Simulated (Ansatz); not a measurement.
# C₂H₁₀InN: up Jacob's ladder to CCSD(T)

The task here is to estimate one member of a computed series from the others.

Program: Ansatz 0.2.0, Gaussian basis. Level of theory: functionals in def2-TZVPP, the program's frozen cores in correlated methods. These are calculated values, not measurements.

Plan: LDA (SPW92), PBE-D4, revPBE-D4, BLYP-D4, r2SCAN-D4, B97M-V, PBE0-D4, B3LYP-D4, r2SCANh-D4, r2SCAN0-D4, HSE06-D4, BHLYP-D4, CAM-B3LYP-D4, LC-ωPBE, ωB97X-V, ωB97M-V, B2PLYP, PBE-QIDH; CCSD(T)/def2-SVP; CCSD(T)/def2-TZVPP; MP2/def2-QZVPP; extrapolation to the limit; RPA on PBE.

2 further runs of the same task are left out: 2 for a known fault of the program.

## Structure used throughout

An earlier PBE0-D4 in a triple-zeta def2 set relaxation fixed the geometry. In takes the def2 core potential; no spin-orbit term is included.

SMILES `C[NH+](C)[InH3-]`, 14 atoms, charge 0, spin multiplicity 1.

Atoms are counted from 1 here; the program's logs count them from 0.

Bond lengths: C1–N2 1.461 Å, C1–H5 1.090 Å, C1–H6 1.096 Å, C1–H7 1.091 Å, N2–C3 1.461 Å, N2–In4 2.374 Å, N2–H8 1.014 Å, C3–H9 1.091 Å, C3–H10 1.090 Å, C3–H11 1.096 Å, In4–H12 1.738 Å, In4–H13 1.739 Å, In4–H14 1.738 Å. Angles: N2–C1–H5 109.6°, N2–C1–H6 112.0°, N2–C1–H7 108.9°, H5–C1–H6 109.4°, H5–C1–H7 108.2°, H6–C1–H7 108.7°, C1–N2–C3 112.4°, C1–N2–In4 110.8°, C1–N2–H8 109.0°, C3–N2–In4 110.9°, C3–N2–H8 109.0°, In4–N2–H8 104.5°, N2–C3–H9 108.9°, N2–C3–H10 109.6°, N2–C3–H11 112.0°, H9–C3–H10 108.2°, H9–C3–H11 108.7°, H10–C3–H11 109.4° and more.

The first run:

File in.yaml:

```yaml
crystal:
  periodic: [false, false, false]
  atoms:
    - {symbol: C, position_ang: [-0.114285, 1.213141, -0.899652]}
    - {symbol: N, position_ang: [-0.456120, 0.195094, 0.090419]}
    - {symbol: C, position_ang: [0.038209, 0.528384, 1.423841]}
    - {symbol: In, position_ang: [0.323650, -1.940990, -0.591316]}
    - {symbol: H, position_ang: [-0.541027, 0.941683, -1.865320]}
    - {symbol: H, position_ang: [-0.475155, 2.206794, -0.608997]}
    - {symbol: H, position_ang: [0.971286, 1.252596, -1.005318]}
    - {symbol: H, position_ang: [-1.465178, 0.097552, 0.127846]}
    - {symbol: H, position_ang: [1.129333, 0.543023, 1.402616]}
    - {symbol: H, position_ang: [-0.278607, -0.236620, 2.132830]}
    - {symbol: H, position_ang: [-0.319442, 1.508126, 1.761858]}
    - {symbol: H, position_ang: [-0.309021, -2.833602, 0.759219]}
    - {symbol: H, position_ang: [2.007552, -1.508291, -0.591394]}
    - {symbol: H, position_ang: [-0.524197, -1.996093, -2.107630]}
basis:
  gaussian: {orbitals: def2-TZVPP}
hamiltonian: {xc: lda}
output: {orbitals: {seedname: orbitals}}
```

Launch:

```bash
> ansatz run in.yaml --threads 4 --pin off --events-out ev --progress --plain --max-ram 10444MiB
```

Steps of the session up to this table: LDA; PBE-D4 (GGA); revPBE-D4 (GGA); BLYP-D4 (GGA); r2SCAN-D4 (meta-GGA); B97M-V (meta-GGA); PBE0-D4 (hybrid); B3LYP-D4 (hybrid); r2SCANh-D4 (hybrid); r2SCAN0-D4 (hybrid); HSE06-D4 (hybrid); BHLYP-D4 (hybrid); CAM-B3LYP-D4 (range-separated); LC-ωPBE (range-separated); ωB97X-V (range-separated); ωB97M-V (range-separated); B2PLYP (double hybrid); PBE-QIDH (double hybrid).

One table of the session follows, with a row left open; its other results are not shown here.

It belongs to the step «Orbital energies across the functionals». 

```
  functional  HOMO (eV)  gap (eV)
 LDA (SPW92)      -6.19      5.05
      PBE-D4      -6.10      5.20
   revPBE-D4      -6.06      5.27
     BLYP-D4      -6.01      5.17
   r2SCAN-D4      -6.40      5.94
      B97M-V      -6.51      5.67
     PBE0-D4      -7.28      7.11
    B3LYP-D4      -7.10      6.68
  r2SCANh-D4      -6.82      6.61
  r2SCAN0-D4      -7.47      7.59
    HSE06-D4          ?         ?
    BHLYP-D4      -8.39      8.85
CAM-B3LYP-D4      -8.65      9.24
     LC-ωPBE     -10.00     11.63
     ωB97X-V      -9.67     11.17
     ωB97M-V      -9.50     10.58
```

Estimate the missing values for HSE06-D4.

As computed: HOMO (eV): -6.88; gap (eV): 6.36. In the column «HOMO (eV)» it lies between B3LYP-D4 (-7.10) and r2SCANh-D4 (-6.82).
